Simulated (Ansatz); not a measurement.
# C3H6BN: one species, many methods

The task here is to estimate one member of a computed series from the others.

Method: functionals in def2-TZVPP, the program's frozen cores in correlated methods; program: Ansatz 0.2.0, Gaussian basis.

Plan: LDA (SPW92), PBE-D4, revPBE-D4, BLYP-D4, r2SCAN-D4, B97M-V, PBE0-D4, B3LYP-D4, r2SCANh-D4, r2SCAN0-D4, HSE06-D4, BHLYP-D4, CAM-B3LYP-D4, LC-ωPBE, ωB97X-V, ωB97M-V, B2PLYP, PBE-QIDH; CCSD(T)/def2-SVP; CCSD(T)/def2-TZVPP; MP2/def2-QZVPP; extrapolation to the limit; RPA on PBE.

## The relaxed structure

All runs share one geometry, relaxed beforehand with PBE0-D4 in a triple-zeta def2 set.

SMILES `BC1(C)C=N1`, 11 atoms, charge 0, spin multiplicity 1.

Atoms are counted from 1 here; the program's logs count them from 0.

Bond lengths: B1–C2 1.526 Å, B1–H6 1.196 Å, B1–H7 1.198 Å, C2–C3 1.508 Å, C2–C4 1.482 Å, C2–N5 1.594 Å, C3–H8 1.093 Å, C3–H9 1.093 Å, C3–H10 1.092 Å, C4–N5 1.231 Å, C4–H11 1.083 Å. Angles: C2–B1–H6 119.7°, C2–B1–H7 120.4°, H6–B1–H7 119.9°, B1–C2–C3 122.3°, B1–C2–C4 116.5°, B1–C2–N5 116.0°, C3–C2–C4 117.7°, C3–C2–N5 114.6°, C4–C2–N5 47.0°, C2–C3–H8 110.5°, C2–C3–H9 110.9°, C2–C3–H10 111.9°, H8–C3–H9 107.4°, H8–C3–H10 108.2°, H9–C3–H10 107.9°, C2–C4–N5 71.3°, C2–C4–H11 147.3°, N5–C4–H11 141.3° and more.

The first run:

File in.yaml:

```yaml
crystal:
  periodic: [false, false, false]
  atoms:
    - {symbol: B, position_ang: [0.286779, 1.410845, 0.635284]}
    - {symbol: C, position_ang: [0.160573, 0.075366, -0.093094]}
    - {symbol: C, position_ang: [-1.166010, -0.616955, -0.282199]}
    - {symbol: C, position_ang: [1.387478, -0.751493, -0.176460]}
    - {symbol: N, position_ang: [1.216948, -0.187668, -1.257071]}
    - {symbol: H, position_ang: [1.319764, 2.011360, 0.595436]}
    - {symbol: H, position_ang: [-0.630832, 1.842622, 1.272933]}
    - {symbol: H, position_ang: [-1.665061, -0.755999, 0.680632]}
    - {symbol: H, position_ang: [-1.830697, -0.019350, -0.911430]}
    - {symbol: H, position_ang: [-1.050511, -1.595936, -0.751702]}
    - {symbol: H, position_ang: [2.036969, -1.469793, 0.308171]}
basis:
  gaussian: {orbitals: def2-TZVPP}
hamiltonian: {xc: lda}
output: {orbitals: {seedname: orbitals}}
```

Run with:

```
> ansatz run in.yaml --threads 2 --pin off --events-out ev --progress --plain --max-ram 4352MiB
```

Among the steps run: LDA; PBE-D4 (GGA); revPBE-D4 (GGA); BLYP-D4 (GGA); r2SCAN-D4 (meta-GGA); B97M-V (meta-GGA); PBE0-D4 (hybrid); B3LYP-D4 (hybrid); r2SCANh-D4 (hybrid); r2SCAN0-D4 (hybrid); HSE06-D4 (hybrid); BHLYP-D4 (hybrid); CAM-B3LYP-D4 (range-separated); LC-ωPBE (range-separated); ωB97X-V (range-separated); ωB97M-V (range-separated); B2PLYP (double hybrid); PBE-QIDH (double hybrid).

One of the session's tables, all rows but one given; the rest of the session is left out.

It belongs to the step «Frontier levels by functional». 

| functional | HOMO (eV) | LUMO (eV) | gap (eV) |
| --- | --- | --- | --- |
| LDA (SPW92) | -6.84 | -3.01 | 3.84 |
| PBE-D4 | -6.69 | -2.72 | 3.96 |
| revPBE-D4 | -6.63 | -2.61 | 4.02 |
| BLYP-D4 | -6.55 | -2.58 | 3.96 |
| r2SCAN-D4 | -6.87 | -2.43 | 4.44 |
| B97M-V | -6.97 | -2.46 | 4.51 |
| PBE0-D4 | -7.86 | -1.73 | 6.12 |
| B3LYP-D4 | -7.64 | -1.97 | 5.68 |
| r2SCANh-D4 | -7.31 | -2.07 | 5.24 |
| r2SCAN0-D4 | -7.98 | -1.55 | 6.43 |
| HSE06-D4 | -7.46 | -2.12 | 5.34 |
| BHLYP-D4 | ? | ? | ? |
| CAM-B3LYP-D4 | -9.17 | -0.66 | 8.51 |
| LC-ωPBE | -10.49 | 0.55 | 11.04 |
| ωB97X-V | -10.14 | 0.44 | 10.58 |
| ωB97M-V | -10.05 | 0.22 | 10.27 |

Q: Estimate the row for BHLYP-D4 from the others.

Worked estimate for «HOMO (eV)». Against the share of exact exchange, BLYP-D4 (0, -6.55), B3LYP-D4 (0.2, -7.64) give a slope of -5.45 per unit share; at 0.5 the line stands at -9.27.

**Answer.** HOMO (eV): -8.91; LUMO (eV): -0.71; gap (eV): 8.20. In «HOMO (eV)» the line misses by -0.36.
